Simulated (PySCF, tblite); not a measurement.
# CH₁₀N₂Si₂: geometry, infrared bands and NMR shifts

What infrared bands and NMR shifts should CH₁₀N₂Si₂ (`NC[SiH2]N[SiH3]`) show?

Computed with tblite 0.8.0 and PySCF 2.14.0, with density-fitted response routines of our own, on a single molecule in the gas phase. Atoms are numbered from 0 throughout.

## (1) The molecule as given

15 atoms, charge 0, multiplicity 1; geometry from: force field or distance geometry start.

Bonds of the start (Å): N0–C1 1.44, C1–Si2 1.86, Si2–N3 1.71, N3–Si4 1.74, N0–H5 1.05, N0–H6 1.06, C1–H7 1.10, C1–H8 1.11, Si2–H9 1.47, Si2–H10 1.48, N3–H11 1.03, Si4–H12 1.46, Si4–H13 1.49, Si4–H14 1.47.

## (2) Relaxing the molecule with GFN2-xTB

Job settings and geometry (Å):

```
{"job": {"kind": "relax", "xc": "GFN2-xTB", "basis": "xTB"}, "charge": 0, "multiplicity": 1}
N     -2.214100    -0.573000     0.578000
C     -1.922300     0.313300    -0.524900
Si    -0.108900     0.578600    -0.812500
N      0.980800    -0.528400    -0.087300
Si     2.660000    -0.095400     0.047500
H     -1.822300    -1.532000     0.436400
H     -3.266300    -0.714100     0.566600
H     -2.416200    -0.040800    -1.445500
H     -2.379600     1.297300    -0.284900
H      0.187800     1.953300    -0.398100
H      0.089200     0.522000    -2.282500
H      0.621200    -1.299900     0.497800
H      3.401900    -1.093500     0.807900
H      3.285800     0.007000    -1.304100
H      2.898600     1.213600     0.678000
```

Started as:

```console
$ OMP_NUM_THREADS=1 python probes_run.py task.json out
```

This one command runs all jobs of the session in turn.

**Question.** This job is followed by: GFN2-xTB harmonic vibrations, gas phase; GIAO PBE0/pcSseg-1 NMR shielding, non-relativistic, gas phase. What will the session give for the following? strongest single infrared mode (GFN2-xTB); zero-point energy (GFN2-xTB); ¹³C shifts against TMS (PBE0/pcSseg-1); ¹H shifts against TMS (PBE0/pcSseg-1, means over atoms taken as alike); ¹⁵N shifts against NH3 (PBE0/pcSseg-1); ²⁹Si shifts against TMS (PBE0/pcSseg-1); surface potential, 1st and 99th percentile.

**Answer**, as computed:

| quantity | value |
| --- | --- |
| strongest single infrared mode (GFN2-xTB) | 800 cm⁻¹, 447 km/mol |
| zero-point energy (GFN2-xTB) | 68.4 kcal/mol |
| ¹³C shifts against TMS (PBE0/pcSseg-1) | 30.6 ppm |
| ¹H shifts against TMS (PBE0/pcSseg-1, means over atoms taken as alike) | 4.82, 4.78, 2.65, 0.59, 0.47 ppm |
| ¹⁵N shifts against NH3 (PBE0/pcSseg-1) | 22.3, -12.5 ppm |
| ²⁹Si shifts against TMS (PBE0/pcSseg-1) | -35.8, -57.5 ppm |
| surface potential, 1st and 99th percentile | -1.15 V and 1.34 V |

Over 134 steps the energy fell by 0.368 eV; of the close pairs, C1–Si2 changed most, 1.855 to 1.906 Å. No mode is imaginary among the 39: a minimum at this level. The strongest single mode, at 800 cm⁻¹, has its largest shares on H9, H14, H10 and H13 (the list is cut at 4 atoms). Unscaled tight-binding wavenumbers are off by several per cent, some by more. Its intensities can rank the bands wrongly. At PBE0/pcSseg-1: The largest span, 108 ppm, is at Si4, where the paramagnetic term is -473 ppm.
